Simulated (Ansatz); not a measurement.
# AlBFH4N: how energies converge with the basis set

The task here is to estimate one member of a computed series from the others.

Method: one geometry, several basis sets; program: Ansatz 0.2.0, Gaussian basis.

Levels to be run: PBE0-D4/def2-SVP; ωB97M-V/def2-SVP; PBE0-D4/def2-QZVPP; ωB97M-V/def2-QZVPP; the functionals' def2-TZVPP values are taken from earlier runs.

**The relaxed structure**

All runs share one geometry, relaxed beforehand with PBE0-D4 in a triple-zeta def2 set.

SMILES `[NH2][AlH][BH]F`, 8 atoms, charge 0, spin multiplicity 1.

Atoms are counted from 1 here; the program's logs count them from 0.

Bond lengths: N1–Al2 1.770 Å, N1–H5 1.008 Å, N1–H6 1.008 Å, Al2–B3 2.169 Å, Al2–H7 1.590 Å, B3–F4 1.330 Å, B3–H8 1.208 Å. Angles: Al2–N1–H5 125.6°, Al2–N1–H6 124.3°, H5–N1–H6 110.2°, N1–Al2–B3 116.8°, N1–Al2–H7 116.9°, B3–Al2–H7 126.3°, Al2–B3–F4 118.5°, Al2–B3–H8 127.4°, F4–B3–H8 114.1°.

Set-up of the first run:

Contents of in.yaml:

```yaml
crystal:
  periodic: [false, false, false]
  atoms:
    - {symbol: N, position_ang: [-1.034906, 1.237962, 0.178051]}
    - {symbol: Al, position_ang: [0.358392, 0.247183, 0.637004]}
    - {symbol: B, position_ang: [0.824043, -1.438581, -0.645947]}
    - {symbol: F, position_ang: [0.022085, -1.693008, -1.675482]}
    - {symbol: H, position_ang: [-1.365507, 2.050082, 0.674377]}
    - {symbol: H, position_ang: [-1.614466, 1.063463, -0.627727]}
    - {symbol: H, position_ang: [1.149375, 0.679517, 1.946212]}
    - {symbol: H, position_ang: [1.753185, -2.203819, -0.542388]}
basis:
  gaussian: {orbitals: def2-SVP}
hamiltonian: {xc: pbe0, dispersion: d4}
output: {orbitals: {seedname: orbitals}}
```

Launch:

```console
ansatz run in.yaml --threads 2 --pin off --events-out ev --progress --plain --max-ram 4352MiB
```

Steps of the session up to this table: PBE0-D4 in def2-SVP; ωB97M-V in def2-SVP; PBE0-D4 in def2-QZVPP; ωB97M-V in def2-QZVPP.

One of the session's tables, all rows but one given; the rest of the session is left out.

It belongs to the step «Functionals by basis». 

| functional | basis | HOMO (eV) | LUMO (eV) |
| --- | --- | --- | --- |
| PBE0-D4 | def2-SVP | ? | ? |
| PBE0-D4 | def2-TZVPP | -7.21 | -2.10 |
| PBE0-D4 | def2-QZVPP | -7.24 | -2.15 |
| ωB97M-V | def2-SVP | -9.21 | 0.06 |
| ωB97M-V | def2-TZVPP | -9.36 | -0.21 |
| ωB97M-V | def2-QZVPP | -9.40 | -0.34 |

**Question.** Estimate the row for PBE0-D4, def2-SVP.

As computed: HOMO (eV): -7.10; LUMO (eV): -1.92. In the column «HOMO (eV)» it is the highest.
